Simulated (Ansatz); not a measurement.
# RbSi2: the cost of one run

Computed with Ansatz 0.2.0 (DFT PBE, scalar-relativistic, plane waves, PAW, unless a step names another level, unless a step's input says otherwise).

1 further run of the same task is left out (set aside as unsound or not needed).

## Step 1: Starting point

The structure is trigonal, space group P-3m1 (No. 164). Conventional cell: a = 3.972 Å, b = 3.972 Å, c = 6.047 Å, α = 90.00°, β = 90.00°, γ = 120.00°. Rb (site symmetry -3m) is surrounded by 12 Si at 3.55 to 4.05 Å and 6 Rb at 3.97 Å. Around Si (site symmetry 3m) lie 3 Si at 2.37 Å.

Structure file:

```
Rb Si
1.0
     3.97167    0.00000    0.00000
    -1.98583    3.43956    0.00000
     0.00000    0.00000    6.04742
Rb Si
1 2
Direct
  0.00000 0.00000 0.00000
  0.33333 0.66667 0.44893
  0.66667 0.33333 0.55107
```

The cell was relaxed beforehand at this level, from a generated guess; it is a trial structure. At a tolerance of 0.05 Å it has space group P-3m1 (No. 164); it has 27.54 Å³/atom, an uncorrected energy of +0.06 eV/atom over the elements.

## Step 2: Static run: bands, density of states and charges

Input file input.yaml:

```yaml
crystal:
  lattice:
    - [3.9716658493, 0.0, 0.0]
    - [-1.9858329247, 3.4395635208, 0.0]
    - [0.0, 0.0, 6.0474150687]
  atoms:
    - { symbol: Rb, position: [0.0, 0.0, 0.0] }
    - { symbol: Si, position: [0.3333333333, 0.6666666667, 0.4489264928] }
    - { symbol: Si, position: [0.6666666667, 0.3333333333, 0.5510735072] }
basis:
  ecutwfc: 420
kpoints:
  mp_grid: { grid: [12, 12, 8] }
  band_path:
    path:
      - [[0.0, 0.0, 0.0], [0.5, 0.0, 0.0], [0.33333333, 0.33333333, 0.0], [0.0, 0.0, 0.0], [0.0, 0.0, 0.5], [0.5, 0.0, 0.5], [0.33333333, 0.33333333, 0.5], [0.0, 0.0, 0.5]]
      - [[0.5, 0.0, 0.5], [0.5, 0.0, 0.0]]
      - [[0.33333333, 0.33333333, 0.5], [0.33333333, 0.33333333, 0.0]]
    npoints: 14
hamiltonian:
  xc: pbe
scf:
  occupations: { method: gaussian, width: 0.1 }
  n_extra_bands: 7
output:
  forces: true
  stress: true
  eigenvalues: true
  populations: true
  dos: { projected: true, de: 0.02, nscf_kmesh: { grid: [15, 15, 10] } }
  bader: true
  write_density: true
  write_potential: true
  elf: true
  volumetric_format: npy
```

Launch:

```
> ansatz run input.yaml --threads 1 --pin off --max-ram 2048MiB --backend cpu --events-out ev --progress --plain --runs-dir out
```

What time and memory should one allow on 1 thread of AMD EPYC 7R43 (Zen 3), shared host?

About 67 s, with a peak of 0.51 GiB.
